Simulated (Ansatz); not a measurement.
# F+ (triplet): energies up the ladder

Aim: energies up the ladder, for F+ (triplet), with the cost of each level. Charge +1. Spin multiplicity 3.

Program: Ansatz 0.2.0. Level of theory: the levels named in each step. These are calculated values, not measurements.

### 1 The system as given

As a file:

```xyz
1

F     0.0000    0.0000    0.0000
```

### 2 Single point, PBE0/def2-TZVPPD

The input, input.yaml:

```yaml
crystal:
  periodic: [false, false, false]
  atoms:
    - { symbol: F, position_ang: [0.0, 0.0, 0.0] }
magnetization:
  spin_polarized: true
  initial_magnetization: 2
total_charge: 1
basis:
  gaussian: { orbitals: def2-TZVPPD.json }
hamiltonian:
  xc: pbe0
```

The run is started by

```bash
ansatz run input.yaml --threads 1 --pin off --max-ram 2560MiB --backend cpu --events-out ev --progress --plain --runs-dir out
```

The runs that follow: Single point, PBE/def2-TZVPPD; Single point, r2SCAN/def2-TZVPPD; Single point, B3LYP/def2-TZVPPD; Single point, wB97M-V/def2-TZVPPD; Single point, B2PLYP/def2-TZVPPD; Single point, LDA/def2-TZVPPD; Single point, PBE0/def2-SVPD; Single point, PBE/def2-SVPD; Single point, CCSD(T)/def2-TZVPPD; Single point, CCSD(T)/def2-QZVPPD.

Q: Predict the outcome of this session. Wanted: energy at CCSD(T)/CBS.

The runs gave:

| quantity | value |
| --- | --- |
| energy at CCSD(T)/CBS | -2694.680 eV |

What this shows: These totals serve in differences with atoms or fragments at the same level; alone they don't rank the methods.
